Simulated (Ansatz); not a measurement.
# H2Br (doublet): wave-function methods side by side at distance Br1–H2 along a hydrogen transfer = 1.321 Å, cc-pVDZ

Aim: climb from Hartree-Fock through coupled cluster and multireference methods for H2Br (doublet) at one geometry and basis, and see what each rung misses.

Method: cc-pVDZ, core rule «outside noble gas», up to 14 orbitals frozen; program: Ansatz 0.2.0, Gaussian basis.

The runs, in order: UHF; CCSD(T) on ROHF; CCSD(T) on UHF; BCCD(T) on ROHF; CISD; CCSDT(Q) on ROHF; CCSDT(Q) on UHF; CISDTQ; CCSDTQ on ROHF; CCSDTQ on UHF; CASSCF and MRCISD+Q, 3 electrons in 3 orbitals; CASSCF and NEVPT2, 3 electrons in 3 orbitals; CASSCF and MRCISD+Q, 9 electrons in 6 orbitals; CASSCF and NEVPT2, 9 electrons in 6 orbitals; Full CI.

## 1. The geometry

The geometry derives from fragments relaxed apart (PBE0/def2-TZVP) and kept rigid, so it is no stationary point. A hydrogen atom is moved between rigid fragments. No spin-orbit coupling is included. The filled d shell of Br may be among the frozen orbitals whatever the setting's name suggests; the logs give the count.

3 atoms, charge 0, spin multiplicity 2.

Atoms are counted from 1 here; the program's logs count them from 0.

Bond lengths: Br1–H2 1.321 Å.

## 2. UHF

in.yaml

```yaml
crystal:
  periodic: [false, false, false]
  atoms:
    - {symbol: Br, position_ang: [0.000000, 0.000000, -1.374667]}
    - {symbol: H, position_ang: [0.000000, 0.000000, -0.053667]}
    - {symbol: H, position_ang: [0.000000, 0.000000, 1.428333]}
basis:
  gaussian: {orbitals: cc-pVDZ}
magnetization: {spin_polarized: true, initial_magnetization: 1}
hamiltonian: {xc: hf}
output: {orbitals: {seedname: orbitals}}
```

Launch:

```sh
$ ansatz run in.yaml --threads 1 --pin off --events-out ev --progress --plain --max-ram 4096MiB --backend cpu
```

After this run come: CCSD(T) on ROHF; CCSD(T) on UHF; BCCD(T) on ROHF; CISD; CCSDT(Q) on ROHF; CCSDT(Q) on UHF; CISDTQ; CCSDTQ on ROHF; CCSDTQ on UHF; CASSCF and MRCISD+Q, 3 electrons in 3 orbitals; CASSCF and NEVPT2, 3 electrons in 3 orbitals; CASSCF and MRCISD+Q, 9 electrons in 6 orbitals; CASSCF and NEVPT2, 9 electrons in 6 orbitals; Full CI.

Q: Predict the results of all the runs planned. Wanted: FCI below the RHF energy; RMP2 from FCI; UMP2 from FCI; RCCSD from FCI; RCCSD(T) from FCI; UCCSD(T) from FCI; RCCSDT(Q) from FCI; UCCSDT(Q) from FCI; NEVPT2 pair from FCI.

As calculated:

| quantity | value |
| --- | --- |
| FCI below the RHF energy | -3.9736 eV |
| RMP2 from FCI | +489.8 meV |
| UMP2 from FCI | +487.0 meV |
| RCCSD from FCI | +69.5 meV |
| RCCSD(T) from FCI | +12.7 meV |
| UCCSD(T) from FCI | +12.6 meV |
| RCCSDT(Q) from FCI | +0.6 meV |
| UCCSDT(Q) from FCI | +0.5 meV |
| NEVPT2 pair from FCI | +487.1 meV |
| NEVPT2 valence from FCI | +770.3 meV |
| MRCISD+Q valence from FCI | -4.2 meV |
| levels within 1 kcal/mol (43 meV) | RCCSD(T), UCCSD(T), BCCD(T), RCCSDT, UCCSDT, CISDTQ, RCCSDT(Q), UCCSDT(Q), RCCSDTQ, UCCSDTQ, MRCISD+Q valence |
| T1 diagnostic | 0.010 |
| effectively unpaired electrons | 1.03 |

**Reading.** RCCSD(T) lands +12.7 meV from the yardstick (0.3 % of the correlation energy). MRCISD+Q valence falls below full CI: the +Q correction isn't variational, and the cores differ from full CI's. One determinant dominates. Of the multireference levels listed MRCISD+Q valence comes nearest in total energy (-4.2 meV), which doesn't show that its space is the better one. These misses are within one basis, not against nature; the frozen cores of restricted and unrestricted runs differ, which can shift their rows.
